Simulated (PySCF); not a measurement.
# A diatomic session: CuO−

The task here is to estimate one member of a computed series from the others.

Program: PySCF 2.14.0. Level of theory: Cu def2-TZVPPD, O def2-TZVPPD, no relativity. These are calculated values, not measurements.

2 further runs of the same task are left out: 2 set aside as unsound or not needed.

The first run:

The job is set up so:

| Property | Result |
| --- | --- |
| atoms | Cu, O |
| charge | -1 |
| basis | Cu def2-TZVPPD, O def2-TZVPPD |
| Hamiltonian | no relativity |
| basis functions | 107 |
| electrons treated | 38 |
| masses in u | 62.9296, 15.9949 |
| levels | PBE0, PBE, r²SCAN, TPSSh, LDA, r²SCAN0, M06, B3LYP, ωB97M-V, MP2, SCS-MP2, CCSD, CCSD(T) |
| grid | 80 radial by 434 angular points |
| occupations | held fixed by the projection of orbital angular momentum |
| dissociation limit | Cu + O−, each in its ground configuration |
| starting distance in angstrom | 1.835 |
| values of 2S to try | 0, 2, 4 |

Launch:

```
$ OMP_NUM_THREADS=2 python dia.py task.json out
```

Among the steps run: Input; The PBE0 curve of the state that the search chose; Other states along the same grid; PBE (GGA); r²SCAN (meta-GGA); TPSSh (hybrid meta-GGA); LDA; r²SCAN0 (hybrid meta-GGA); M06; B3LYP (global hybrid GGA); ωB97M-V; MP2 and coupled cluster.

One of the session's tables, all rows but one given; the rest of the session is left out.

Energy (eV) from each level's lowest point:

| R (Å) | RHF-MP2 | RHF-SCS-MP2 | RHF-CCSD | RHF-CCSD(T) | LDA |
| --- | --- | --- | --- | --- | --- |
| 1.457 | 1.343 | 1.304 | n/a | n/a | 0.867 |
| 1.525 | 0.520 | 0.509 | 0.463 | 0.465 | 0.325 |
| 1.592 | 0.103 | 0.106 | 0.150 | 0.142 | 0.065 |
| 1.643 | 0.000 | 0.000 | 0.038 | 0.032 | 0.000 |
| 1.694 | 0.015 | 0.002 | 0.000 | 0.000 | 0.014 |
| 1.745 | 0.103 | 0.068 | 0.015 | 0.022 | 0.087 |
| 1.813 | ? | ? | ? | ? | ? |
| 1.897 | 0.579 | 0.459 | 0.246 | 0.273 | 0.507 |
| 1.999 | 1.007 | 0.817 | 0.463 | 0.510 | 0.864 |
| 2.134 | 1.646 | 1.363 | n/a | n/a | 1.354 |

Estimate the missing values for R (Å) = 1.813.

Worked estimate for «RHF-MP2». A straight line through the neighbours (1.745, 0.103) and (1.897, 0.579) gives 0.103 + (0.579 − 0.103) × (1.813 − 1.745) / (1.897 − 1.745) = 0.316; a parabola fitted to 4 rows on both sides gives 0.290.

**Answer.** RHF-MP2: 0.284; RHF-SCS-MP2: 0.216; RHF-CCSD: 0.093; RHF-CCSD(T): 0.108; LDA: 0.246. In «RHF-MP2» the line misses by +0.032 and the parabola by +0.006.
